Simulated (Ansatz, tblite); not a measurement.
# B4P4 zinc blende hole disc (B4P4H16): which spin state is lowest

Is the singlet the ground state of B4P4 zinc blende hole disc (B4P4H16)? Other spin states are computed and compared level by level.

Method: as each input shows; program: Ansatz 0.2.0, Gaussian basis.

The runs, in order: triplet, at the geometry of the singlet (GFN1-xTB, GFN2-xTB, PBE0-D4/def2-TZVP, PBE-D4/def2-TZVP); the singlet's energies come from earlier runs.

## 1. The geometry

The geometry is that of the singlet, from an earlier relaxation (r2SCAN-D4/def2-SVP).

24 atoms, charge 0, spin multiplicity 1.

Bond lengths: B1–P5 1.946 Å, B1–P7 1.946 Å, B1–H9 1.217 Å, B1–H10 1.216 Å, B2–P6 1.946 Å, B2–P8 1.946 Å, B2–H11 1.217 Å, B2–H12 1.216 Å, B3–P5 1.946 Å, B3–P6 1.946 Å, B3–H13 1.217 Å, B3–H14 1.216 Å, B4–P7 1.946 Å, B4–P8 1.946 Å, B4–H15 1.216 Å, B4–H16 1.217 Å, P5–H17 1.419 Å, P5–H18 1.419 Å and more. Angles: P5–B1–P7 113.1°, P5–B1–H9 108.6°, P5–B1–H10 106.6°, P7–B1–H9 108.6°, P7–B1–H10 106.6°, H9–B1–H10 113.3°, P6–B2–P8 113.1°, P6–B2–H11 108.6°, P6–B2–H12 106.6°, P8–B2–H11 108.6°, P8–B2–H12 106.6°, H11–B2–H12 113.3°, P5–B3–P6 113.1°, P5–B3–H13 108.6°, P5–B3–H14 106.6°, P6–B3–H13 108.6°, P6–B3–H14 106.6°, H13–B3–H14 113.3° and more.

As a file:

```xyz
24

B    -1.4032    1.3939   -1.0124
B     1.4034   -1.3951   -1.0114
B    -1.3947   -1.4029    1.0128
B     1.3945    1.4034    1.0113
P    -2.2965   -0.0059    0.0020
P     0.0062   -2.2961   -0.0002
P    -0.0062    2.2962   -0.0022
P     2.2965    0.0066    0.0004
H    -2.2321    2.2178   -1.3513
H    -0.8566    0.8479   -1.9517
H     2.2324   -2.2197   -1.3486
H     0.8569   -0.8510   -1.9519
H    -2.2188   -2.2320    1.3507
H    -0.8499   -0.8563    1.9528
H     0.8496    0.8566    1.9511
H     2.2185    2.2326    1.3494
H    -3.2199   -0.5841   -0.9067
H    -3.2188    0.5689    0.9140
H    -0.5677   -3.2195   -0.9116
H     0.5843   -3.2184    0.9098
H     0.5679    3.2188   -0.9144
H    -0.5844    3.2193    0.9069
H     3.2179    0.5851   -0.9101
H     3.2207   -0.5663    0.9117
```

## 2. Triplet at the fixed geometry, GFN1-xTB

Tight binding, by tblite at 300 K electronic temperature and without a spin-polarisation term:

```python
tblite.interface.Calculator('GFN1-xTB', numbers, positions, charge=0, uhf=2).singlepoint()
```

Energy -666.6266 eV; 0.034 s.

## 3. Triplet at the fixed geometry, GFN2-xTB

Tight binding, by tblite at 300 K electronic temperature and without a spin-polarisation term:

```python
tblite.interface.Calculator('GFN2-xTB', numbers, positions, charge=0, uhf=2).singlepoint()
```

Energy -627.1053 eV; 0.023 s.

## 4. Triplet at the fixed geometry, PBE0-D4/def2-TZVP

File in.yaml:

```yaml
crystal:
  periodic: [false, false, false]
  atoms:
    - {symbol: B, position_ang: [-1.403242, 1.393859, -1.012351]}
    - {symbol: B, position_ang: [1.403432, -1.395097, -1.011411]}
    - {symbol: B, position_ang: [-1.394730, -1.402897, 1.012757]}
    - {symbol: B, position_ang: [1.394522, 1.403433, 1.011264]}
    - {symbol: P, position_ang: [-2.296522, -0.005911, 0.002043]}
    - {symbol: P, position_ang: [0.006216, -2.296105, -0.000210]}
    - {symbol: P, position_ang: [-0.006212, 2.296233, -0.002232]}
    - {symbol: P, position_ang: [2.296512, 0.006649, 0.000442]}
    - {symbol: H, position_ang: [-2.232073, 2.217848, -1.351253]}
    - {symbol: H, position_ang: [-0.856561, 0.847907, -1.951727]}
    - {symbol: H, position_ang: [2.232372, -2.219669, -1.348641]}
    - {symbol: H, position_ang: [0.856891, -0.850995, -1.951935]}
    - {symbol: H, position_ang: [-2.218838, -2.232026, 1.350656]}
    - {symbol: H, position_ang: [-0.849913, -0.856256, 1.952807]}
    - {symbol: H, position_ang: [0.849591, 0.856586, 1.951135]}
    - {symbol: H, position_ang: [2.218534, 2.232568, 1.349371]}
    - {symbol: H, position_ang: [-3.219853, -0.584105, -0.906748]}
    - {symbol: H, position_ang: [-3.218812, 0.568917, 0.914036]}
    - {symbol: H, position_ang: [-0.567715, -3.219512, -0.911635]}
    - {symbol: H, position_ang: [0.584300, -3.218354, 0.909751]}
    - {symbol: H, position_ang: [0.567857, 3.218776, -0.914449]}
    - {symbol: H, position_ang: [-0.584400, 3.219293, 0.906850]}
    - {symbol: H, position_ang: [3.217898, 0.585142, -0.910139]}
    - {symbol: H, position_ang: [3.220739, -0.566283, 0.911660]}
basis:
  gaussian: {orbitals: def2-TZVP}
magnetization: {spin_polarized: true, initial_magnetization: 2}
hamiltonian: {xc: pbe0, dispersion: d4}
scf: {omitted_lower_state_checks: [starts]}
output: {orbitals: {seedname: orbitals}}
```

Run with:

```sh
$ ansatz run in.yaml --threads 2 --pin off --events-out ev --progress --plain --max-ram 22528MiB --backend cuda --devices 0, --max-vram 18GiB
```

Log:

```text
Functional definition: PBE0
  name "PBE0"
  cite "Adamo & Barone, J. Chem. Phys. 110, 6158 (1999) doi:10.1063/1.478522"
  cite "Perdew, Burke & Ernzerhof, Phys. Rev. Lett. 77, 3865 (1996) doi:10.1103/PhysRevLett.77.3865"
  parent pbe
  parameter a = 0.25
  parameter kappa = 0.804
  parameter beta = 0.06672455060314922
  exchange = (1 - a)*pbe_x(kappa = kappa, mu = beta*pi^2/3) + a*exact_x
  correlation = pbe_c(beta = beta)
these checks for a lower state are left out or cut short: starts
2508 factors; their error is unknown
mean field evaluation 1: about -40091.2942 eV, gradient 3.6e1 eV
mean field evaluation 2: about -40089.8427 eV, gradient 3.9e1 eV
mean field evaluation 4: about -40100.2535 eV, gradient 2.6e0 eV
mean field evaluation 8: about -40100.2981 eV, gradient 2.9e-1 eV
mean field evaluation 16: about -40100.3257 eV, gradient 1.1e-2 eV
mean field evaluation 32: about -40100.6136 eV, gradient 6.3e-3 eV
mean field -40100.61361856 eV, -1473.6703693098 hartree, gradient 7.6e-6 eV, S^2 2.005840; 0 other end points of the search recorded, 0 dependent functions left out
reference -40100.61367647 eV, -1473.6703714381 hartree; 49, 47 occupied and 319, 321 virtual orbitals, 2508 factors
Total energy: -40101.41267613 eV, -1473.6997341340 hartree
Checks for a lower state left out: starts
```

It took 41 s on 1 × H100 (card shared with other runs) with 2 threads of AMD EPYC 7R13, shared host; peak host memory 1.1 GiB.

Report: HOMO -1.57 eV, LUMO -6.72 eV (over both spins; with the spin held, an empty level of the minority spin lies below the top filled one); ⟨S²⟩ 2.006 (pure: 2.00).

## 5. Triplet at the fixed geometry, PBE-D4/def2-TZVP

start.molden holds the orbitals of an earlier run on this state, given as this run's starting guess.

Changes to in.yaml since step 4:

```diff
@@ -28,5 +28,5 @@
 basis:
-  gaussian: {orbitals: def2-TZVP}
+  gaussian: {orbitals: def2-TZVP, initial_orbitals: start.molden}
 magnetization: {spin_polarized: true, initial_magnetization: 2}
-hamiltonian: {xc: pbe0, dispersion: d4}
+hamiltonian: {xc: pbe, dispersion: d4}
 scf: {omitted_lower_state_checks: [starts]}
```

Same command.

Log:

```text
Functional definition: PBE
  name "PBE"
  cite "Perdew, Burke & Ernzerhof, Phys. Rev. Lett. 77, 3865 (1996) doi:10.1103/PhysRevLett.77.3865"
  parent pbe
  parameter kappa = 0.804
  parameter beta = 0.06672455060314922
  exchange = pbe_x(kappa = kappa, mu = beta*pi^2/3)
  correlation = pbe_c(beta = beta)
these checks for a lower state are left out or cut short: starts
2460 factors; their error is unknown
mean field evaluation 1: about -40096.4850 eV, gradient 1.1e1 eV
mean field evaluation 2: about -40096.7256 eV, gradient 4.3e-1 eV
mean field evaluation 4: about -40096.7631 eV, gradient 4.2e-1 eV
mean field evaluation 8: about -40096.7658 eV, gradient 1.5e-3 eV
mean field evaluation 16: about -40096.7658 eV, gradient 4.1e-6 eV
mean field -40096.76583818 eV, -1473.5289659892 hartree, gradient 4.1e-6 eV, S^2 2.002063; 0 other end points of the search recorded, 0 dependent functions left out
reference -40096.76591230 eV, -1473.5289687131 hartree; 49, 47 occupied and 319, 321 virtual orbitals, 2460 factors
Total energy: -40097.67705287 eV, -1473.5624525111 hartree
Checks for a lower state left out: starts
```

Wall time 10 s (1 × H100 (card shared with other runs) with 2 threads of AMD EPYC 7R13, shared host); peak host memory 1 GiB.

Report: HOMO -1.19 eV, LUMO -6.92 eV (over both spins; with the spin held, an empty level of the minority spin lies below the top filled one); ⟨S²⟩ 2.002 (pure: 2.00).

## 6. Triplet less singlet, vertical

The singlet's energies are those of its earlier runs, whose logs aren't repeated here.

```
            level  triplet less singlet, vertical (eV)     time
         GFN1-xTB                               +6.059  0.062 s
         GFN2-xTB                               +5.175   0.04 s
 PBE-D4/def2-TZVP                               +5.741     14 s
PBE0-D4/def2-TZVP                               +6.528     44 s
```

Times add the two runs; a level without a time comes out of a correlated run. Tight binding without a spin term can't rank spin states.

## 7. Results

```
                                                quantity                                   value
triplet less singlet, vertical, functionals in def2-TZVP  +5.741 (PBE-D4) to +6.528 eV (PBE0-D4)
```

All functionals put the triplet above the singlet, over a spread of 0.786 eV. The checks for a lower triplet were left out, so another state of that spin may lie lower. These are electronic energies, without zero-point motion, entropy or surroundings.
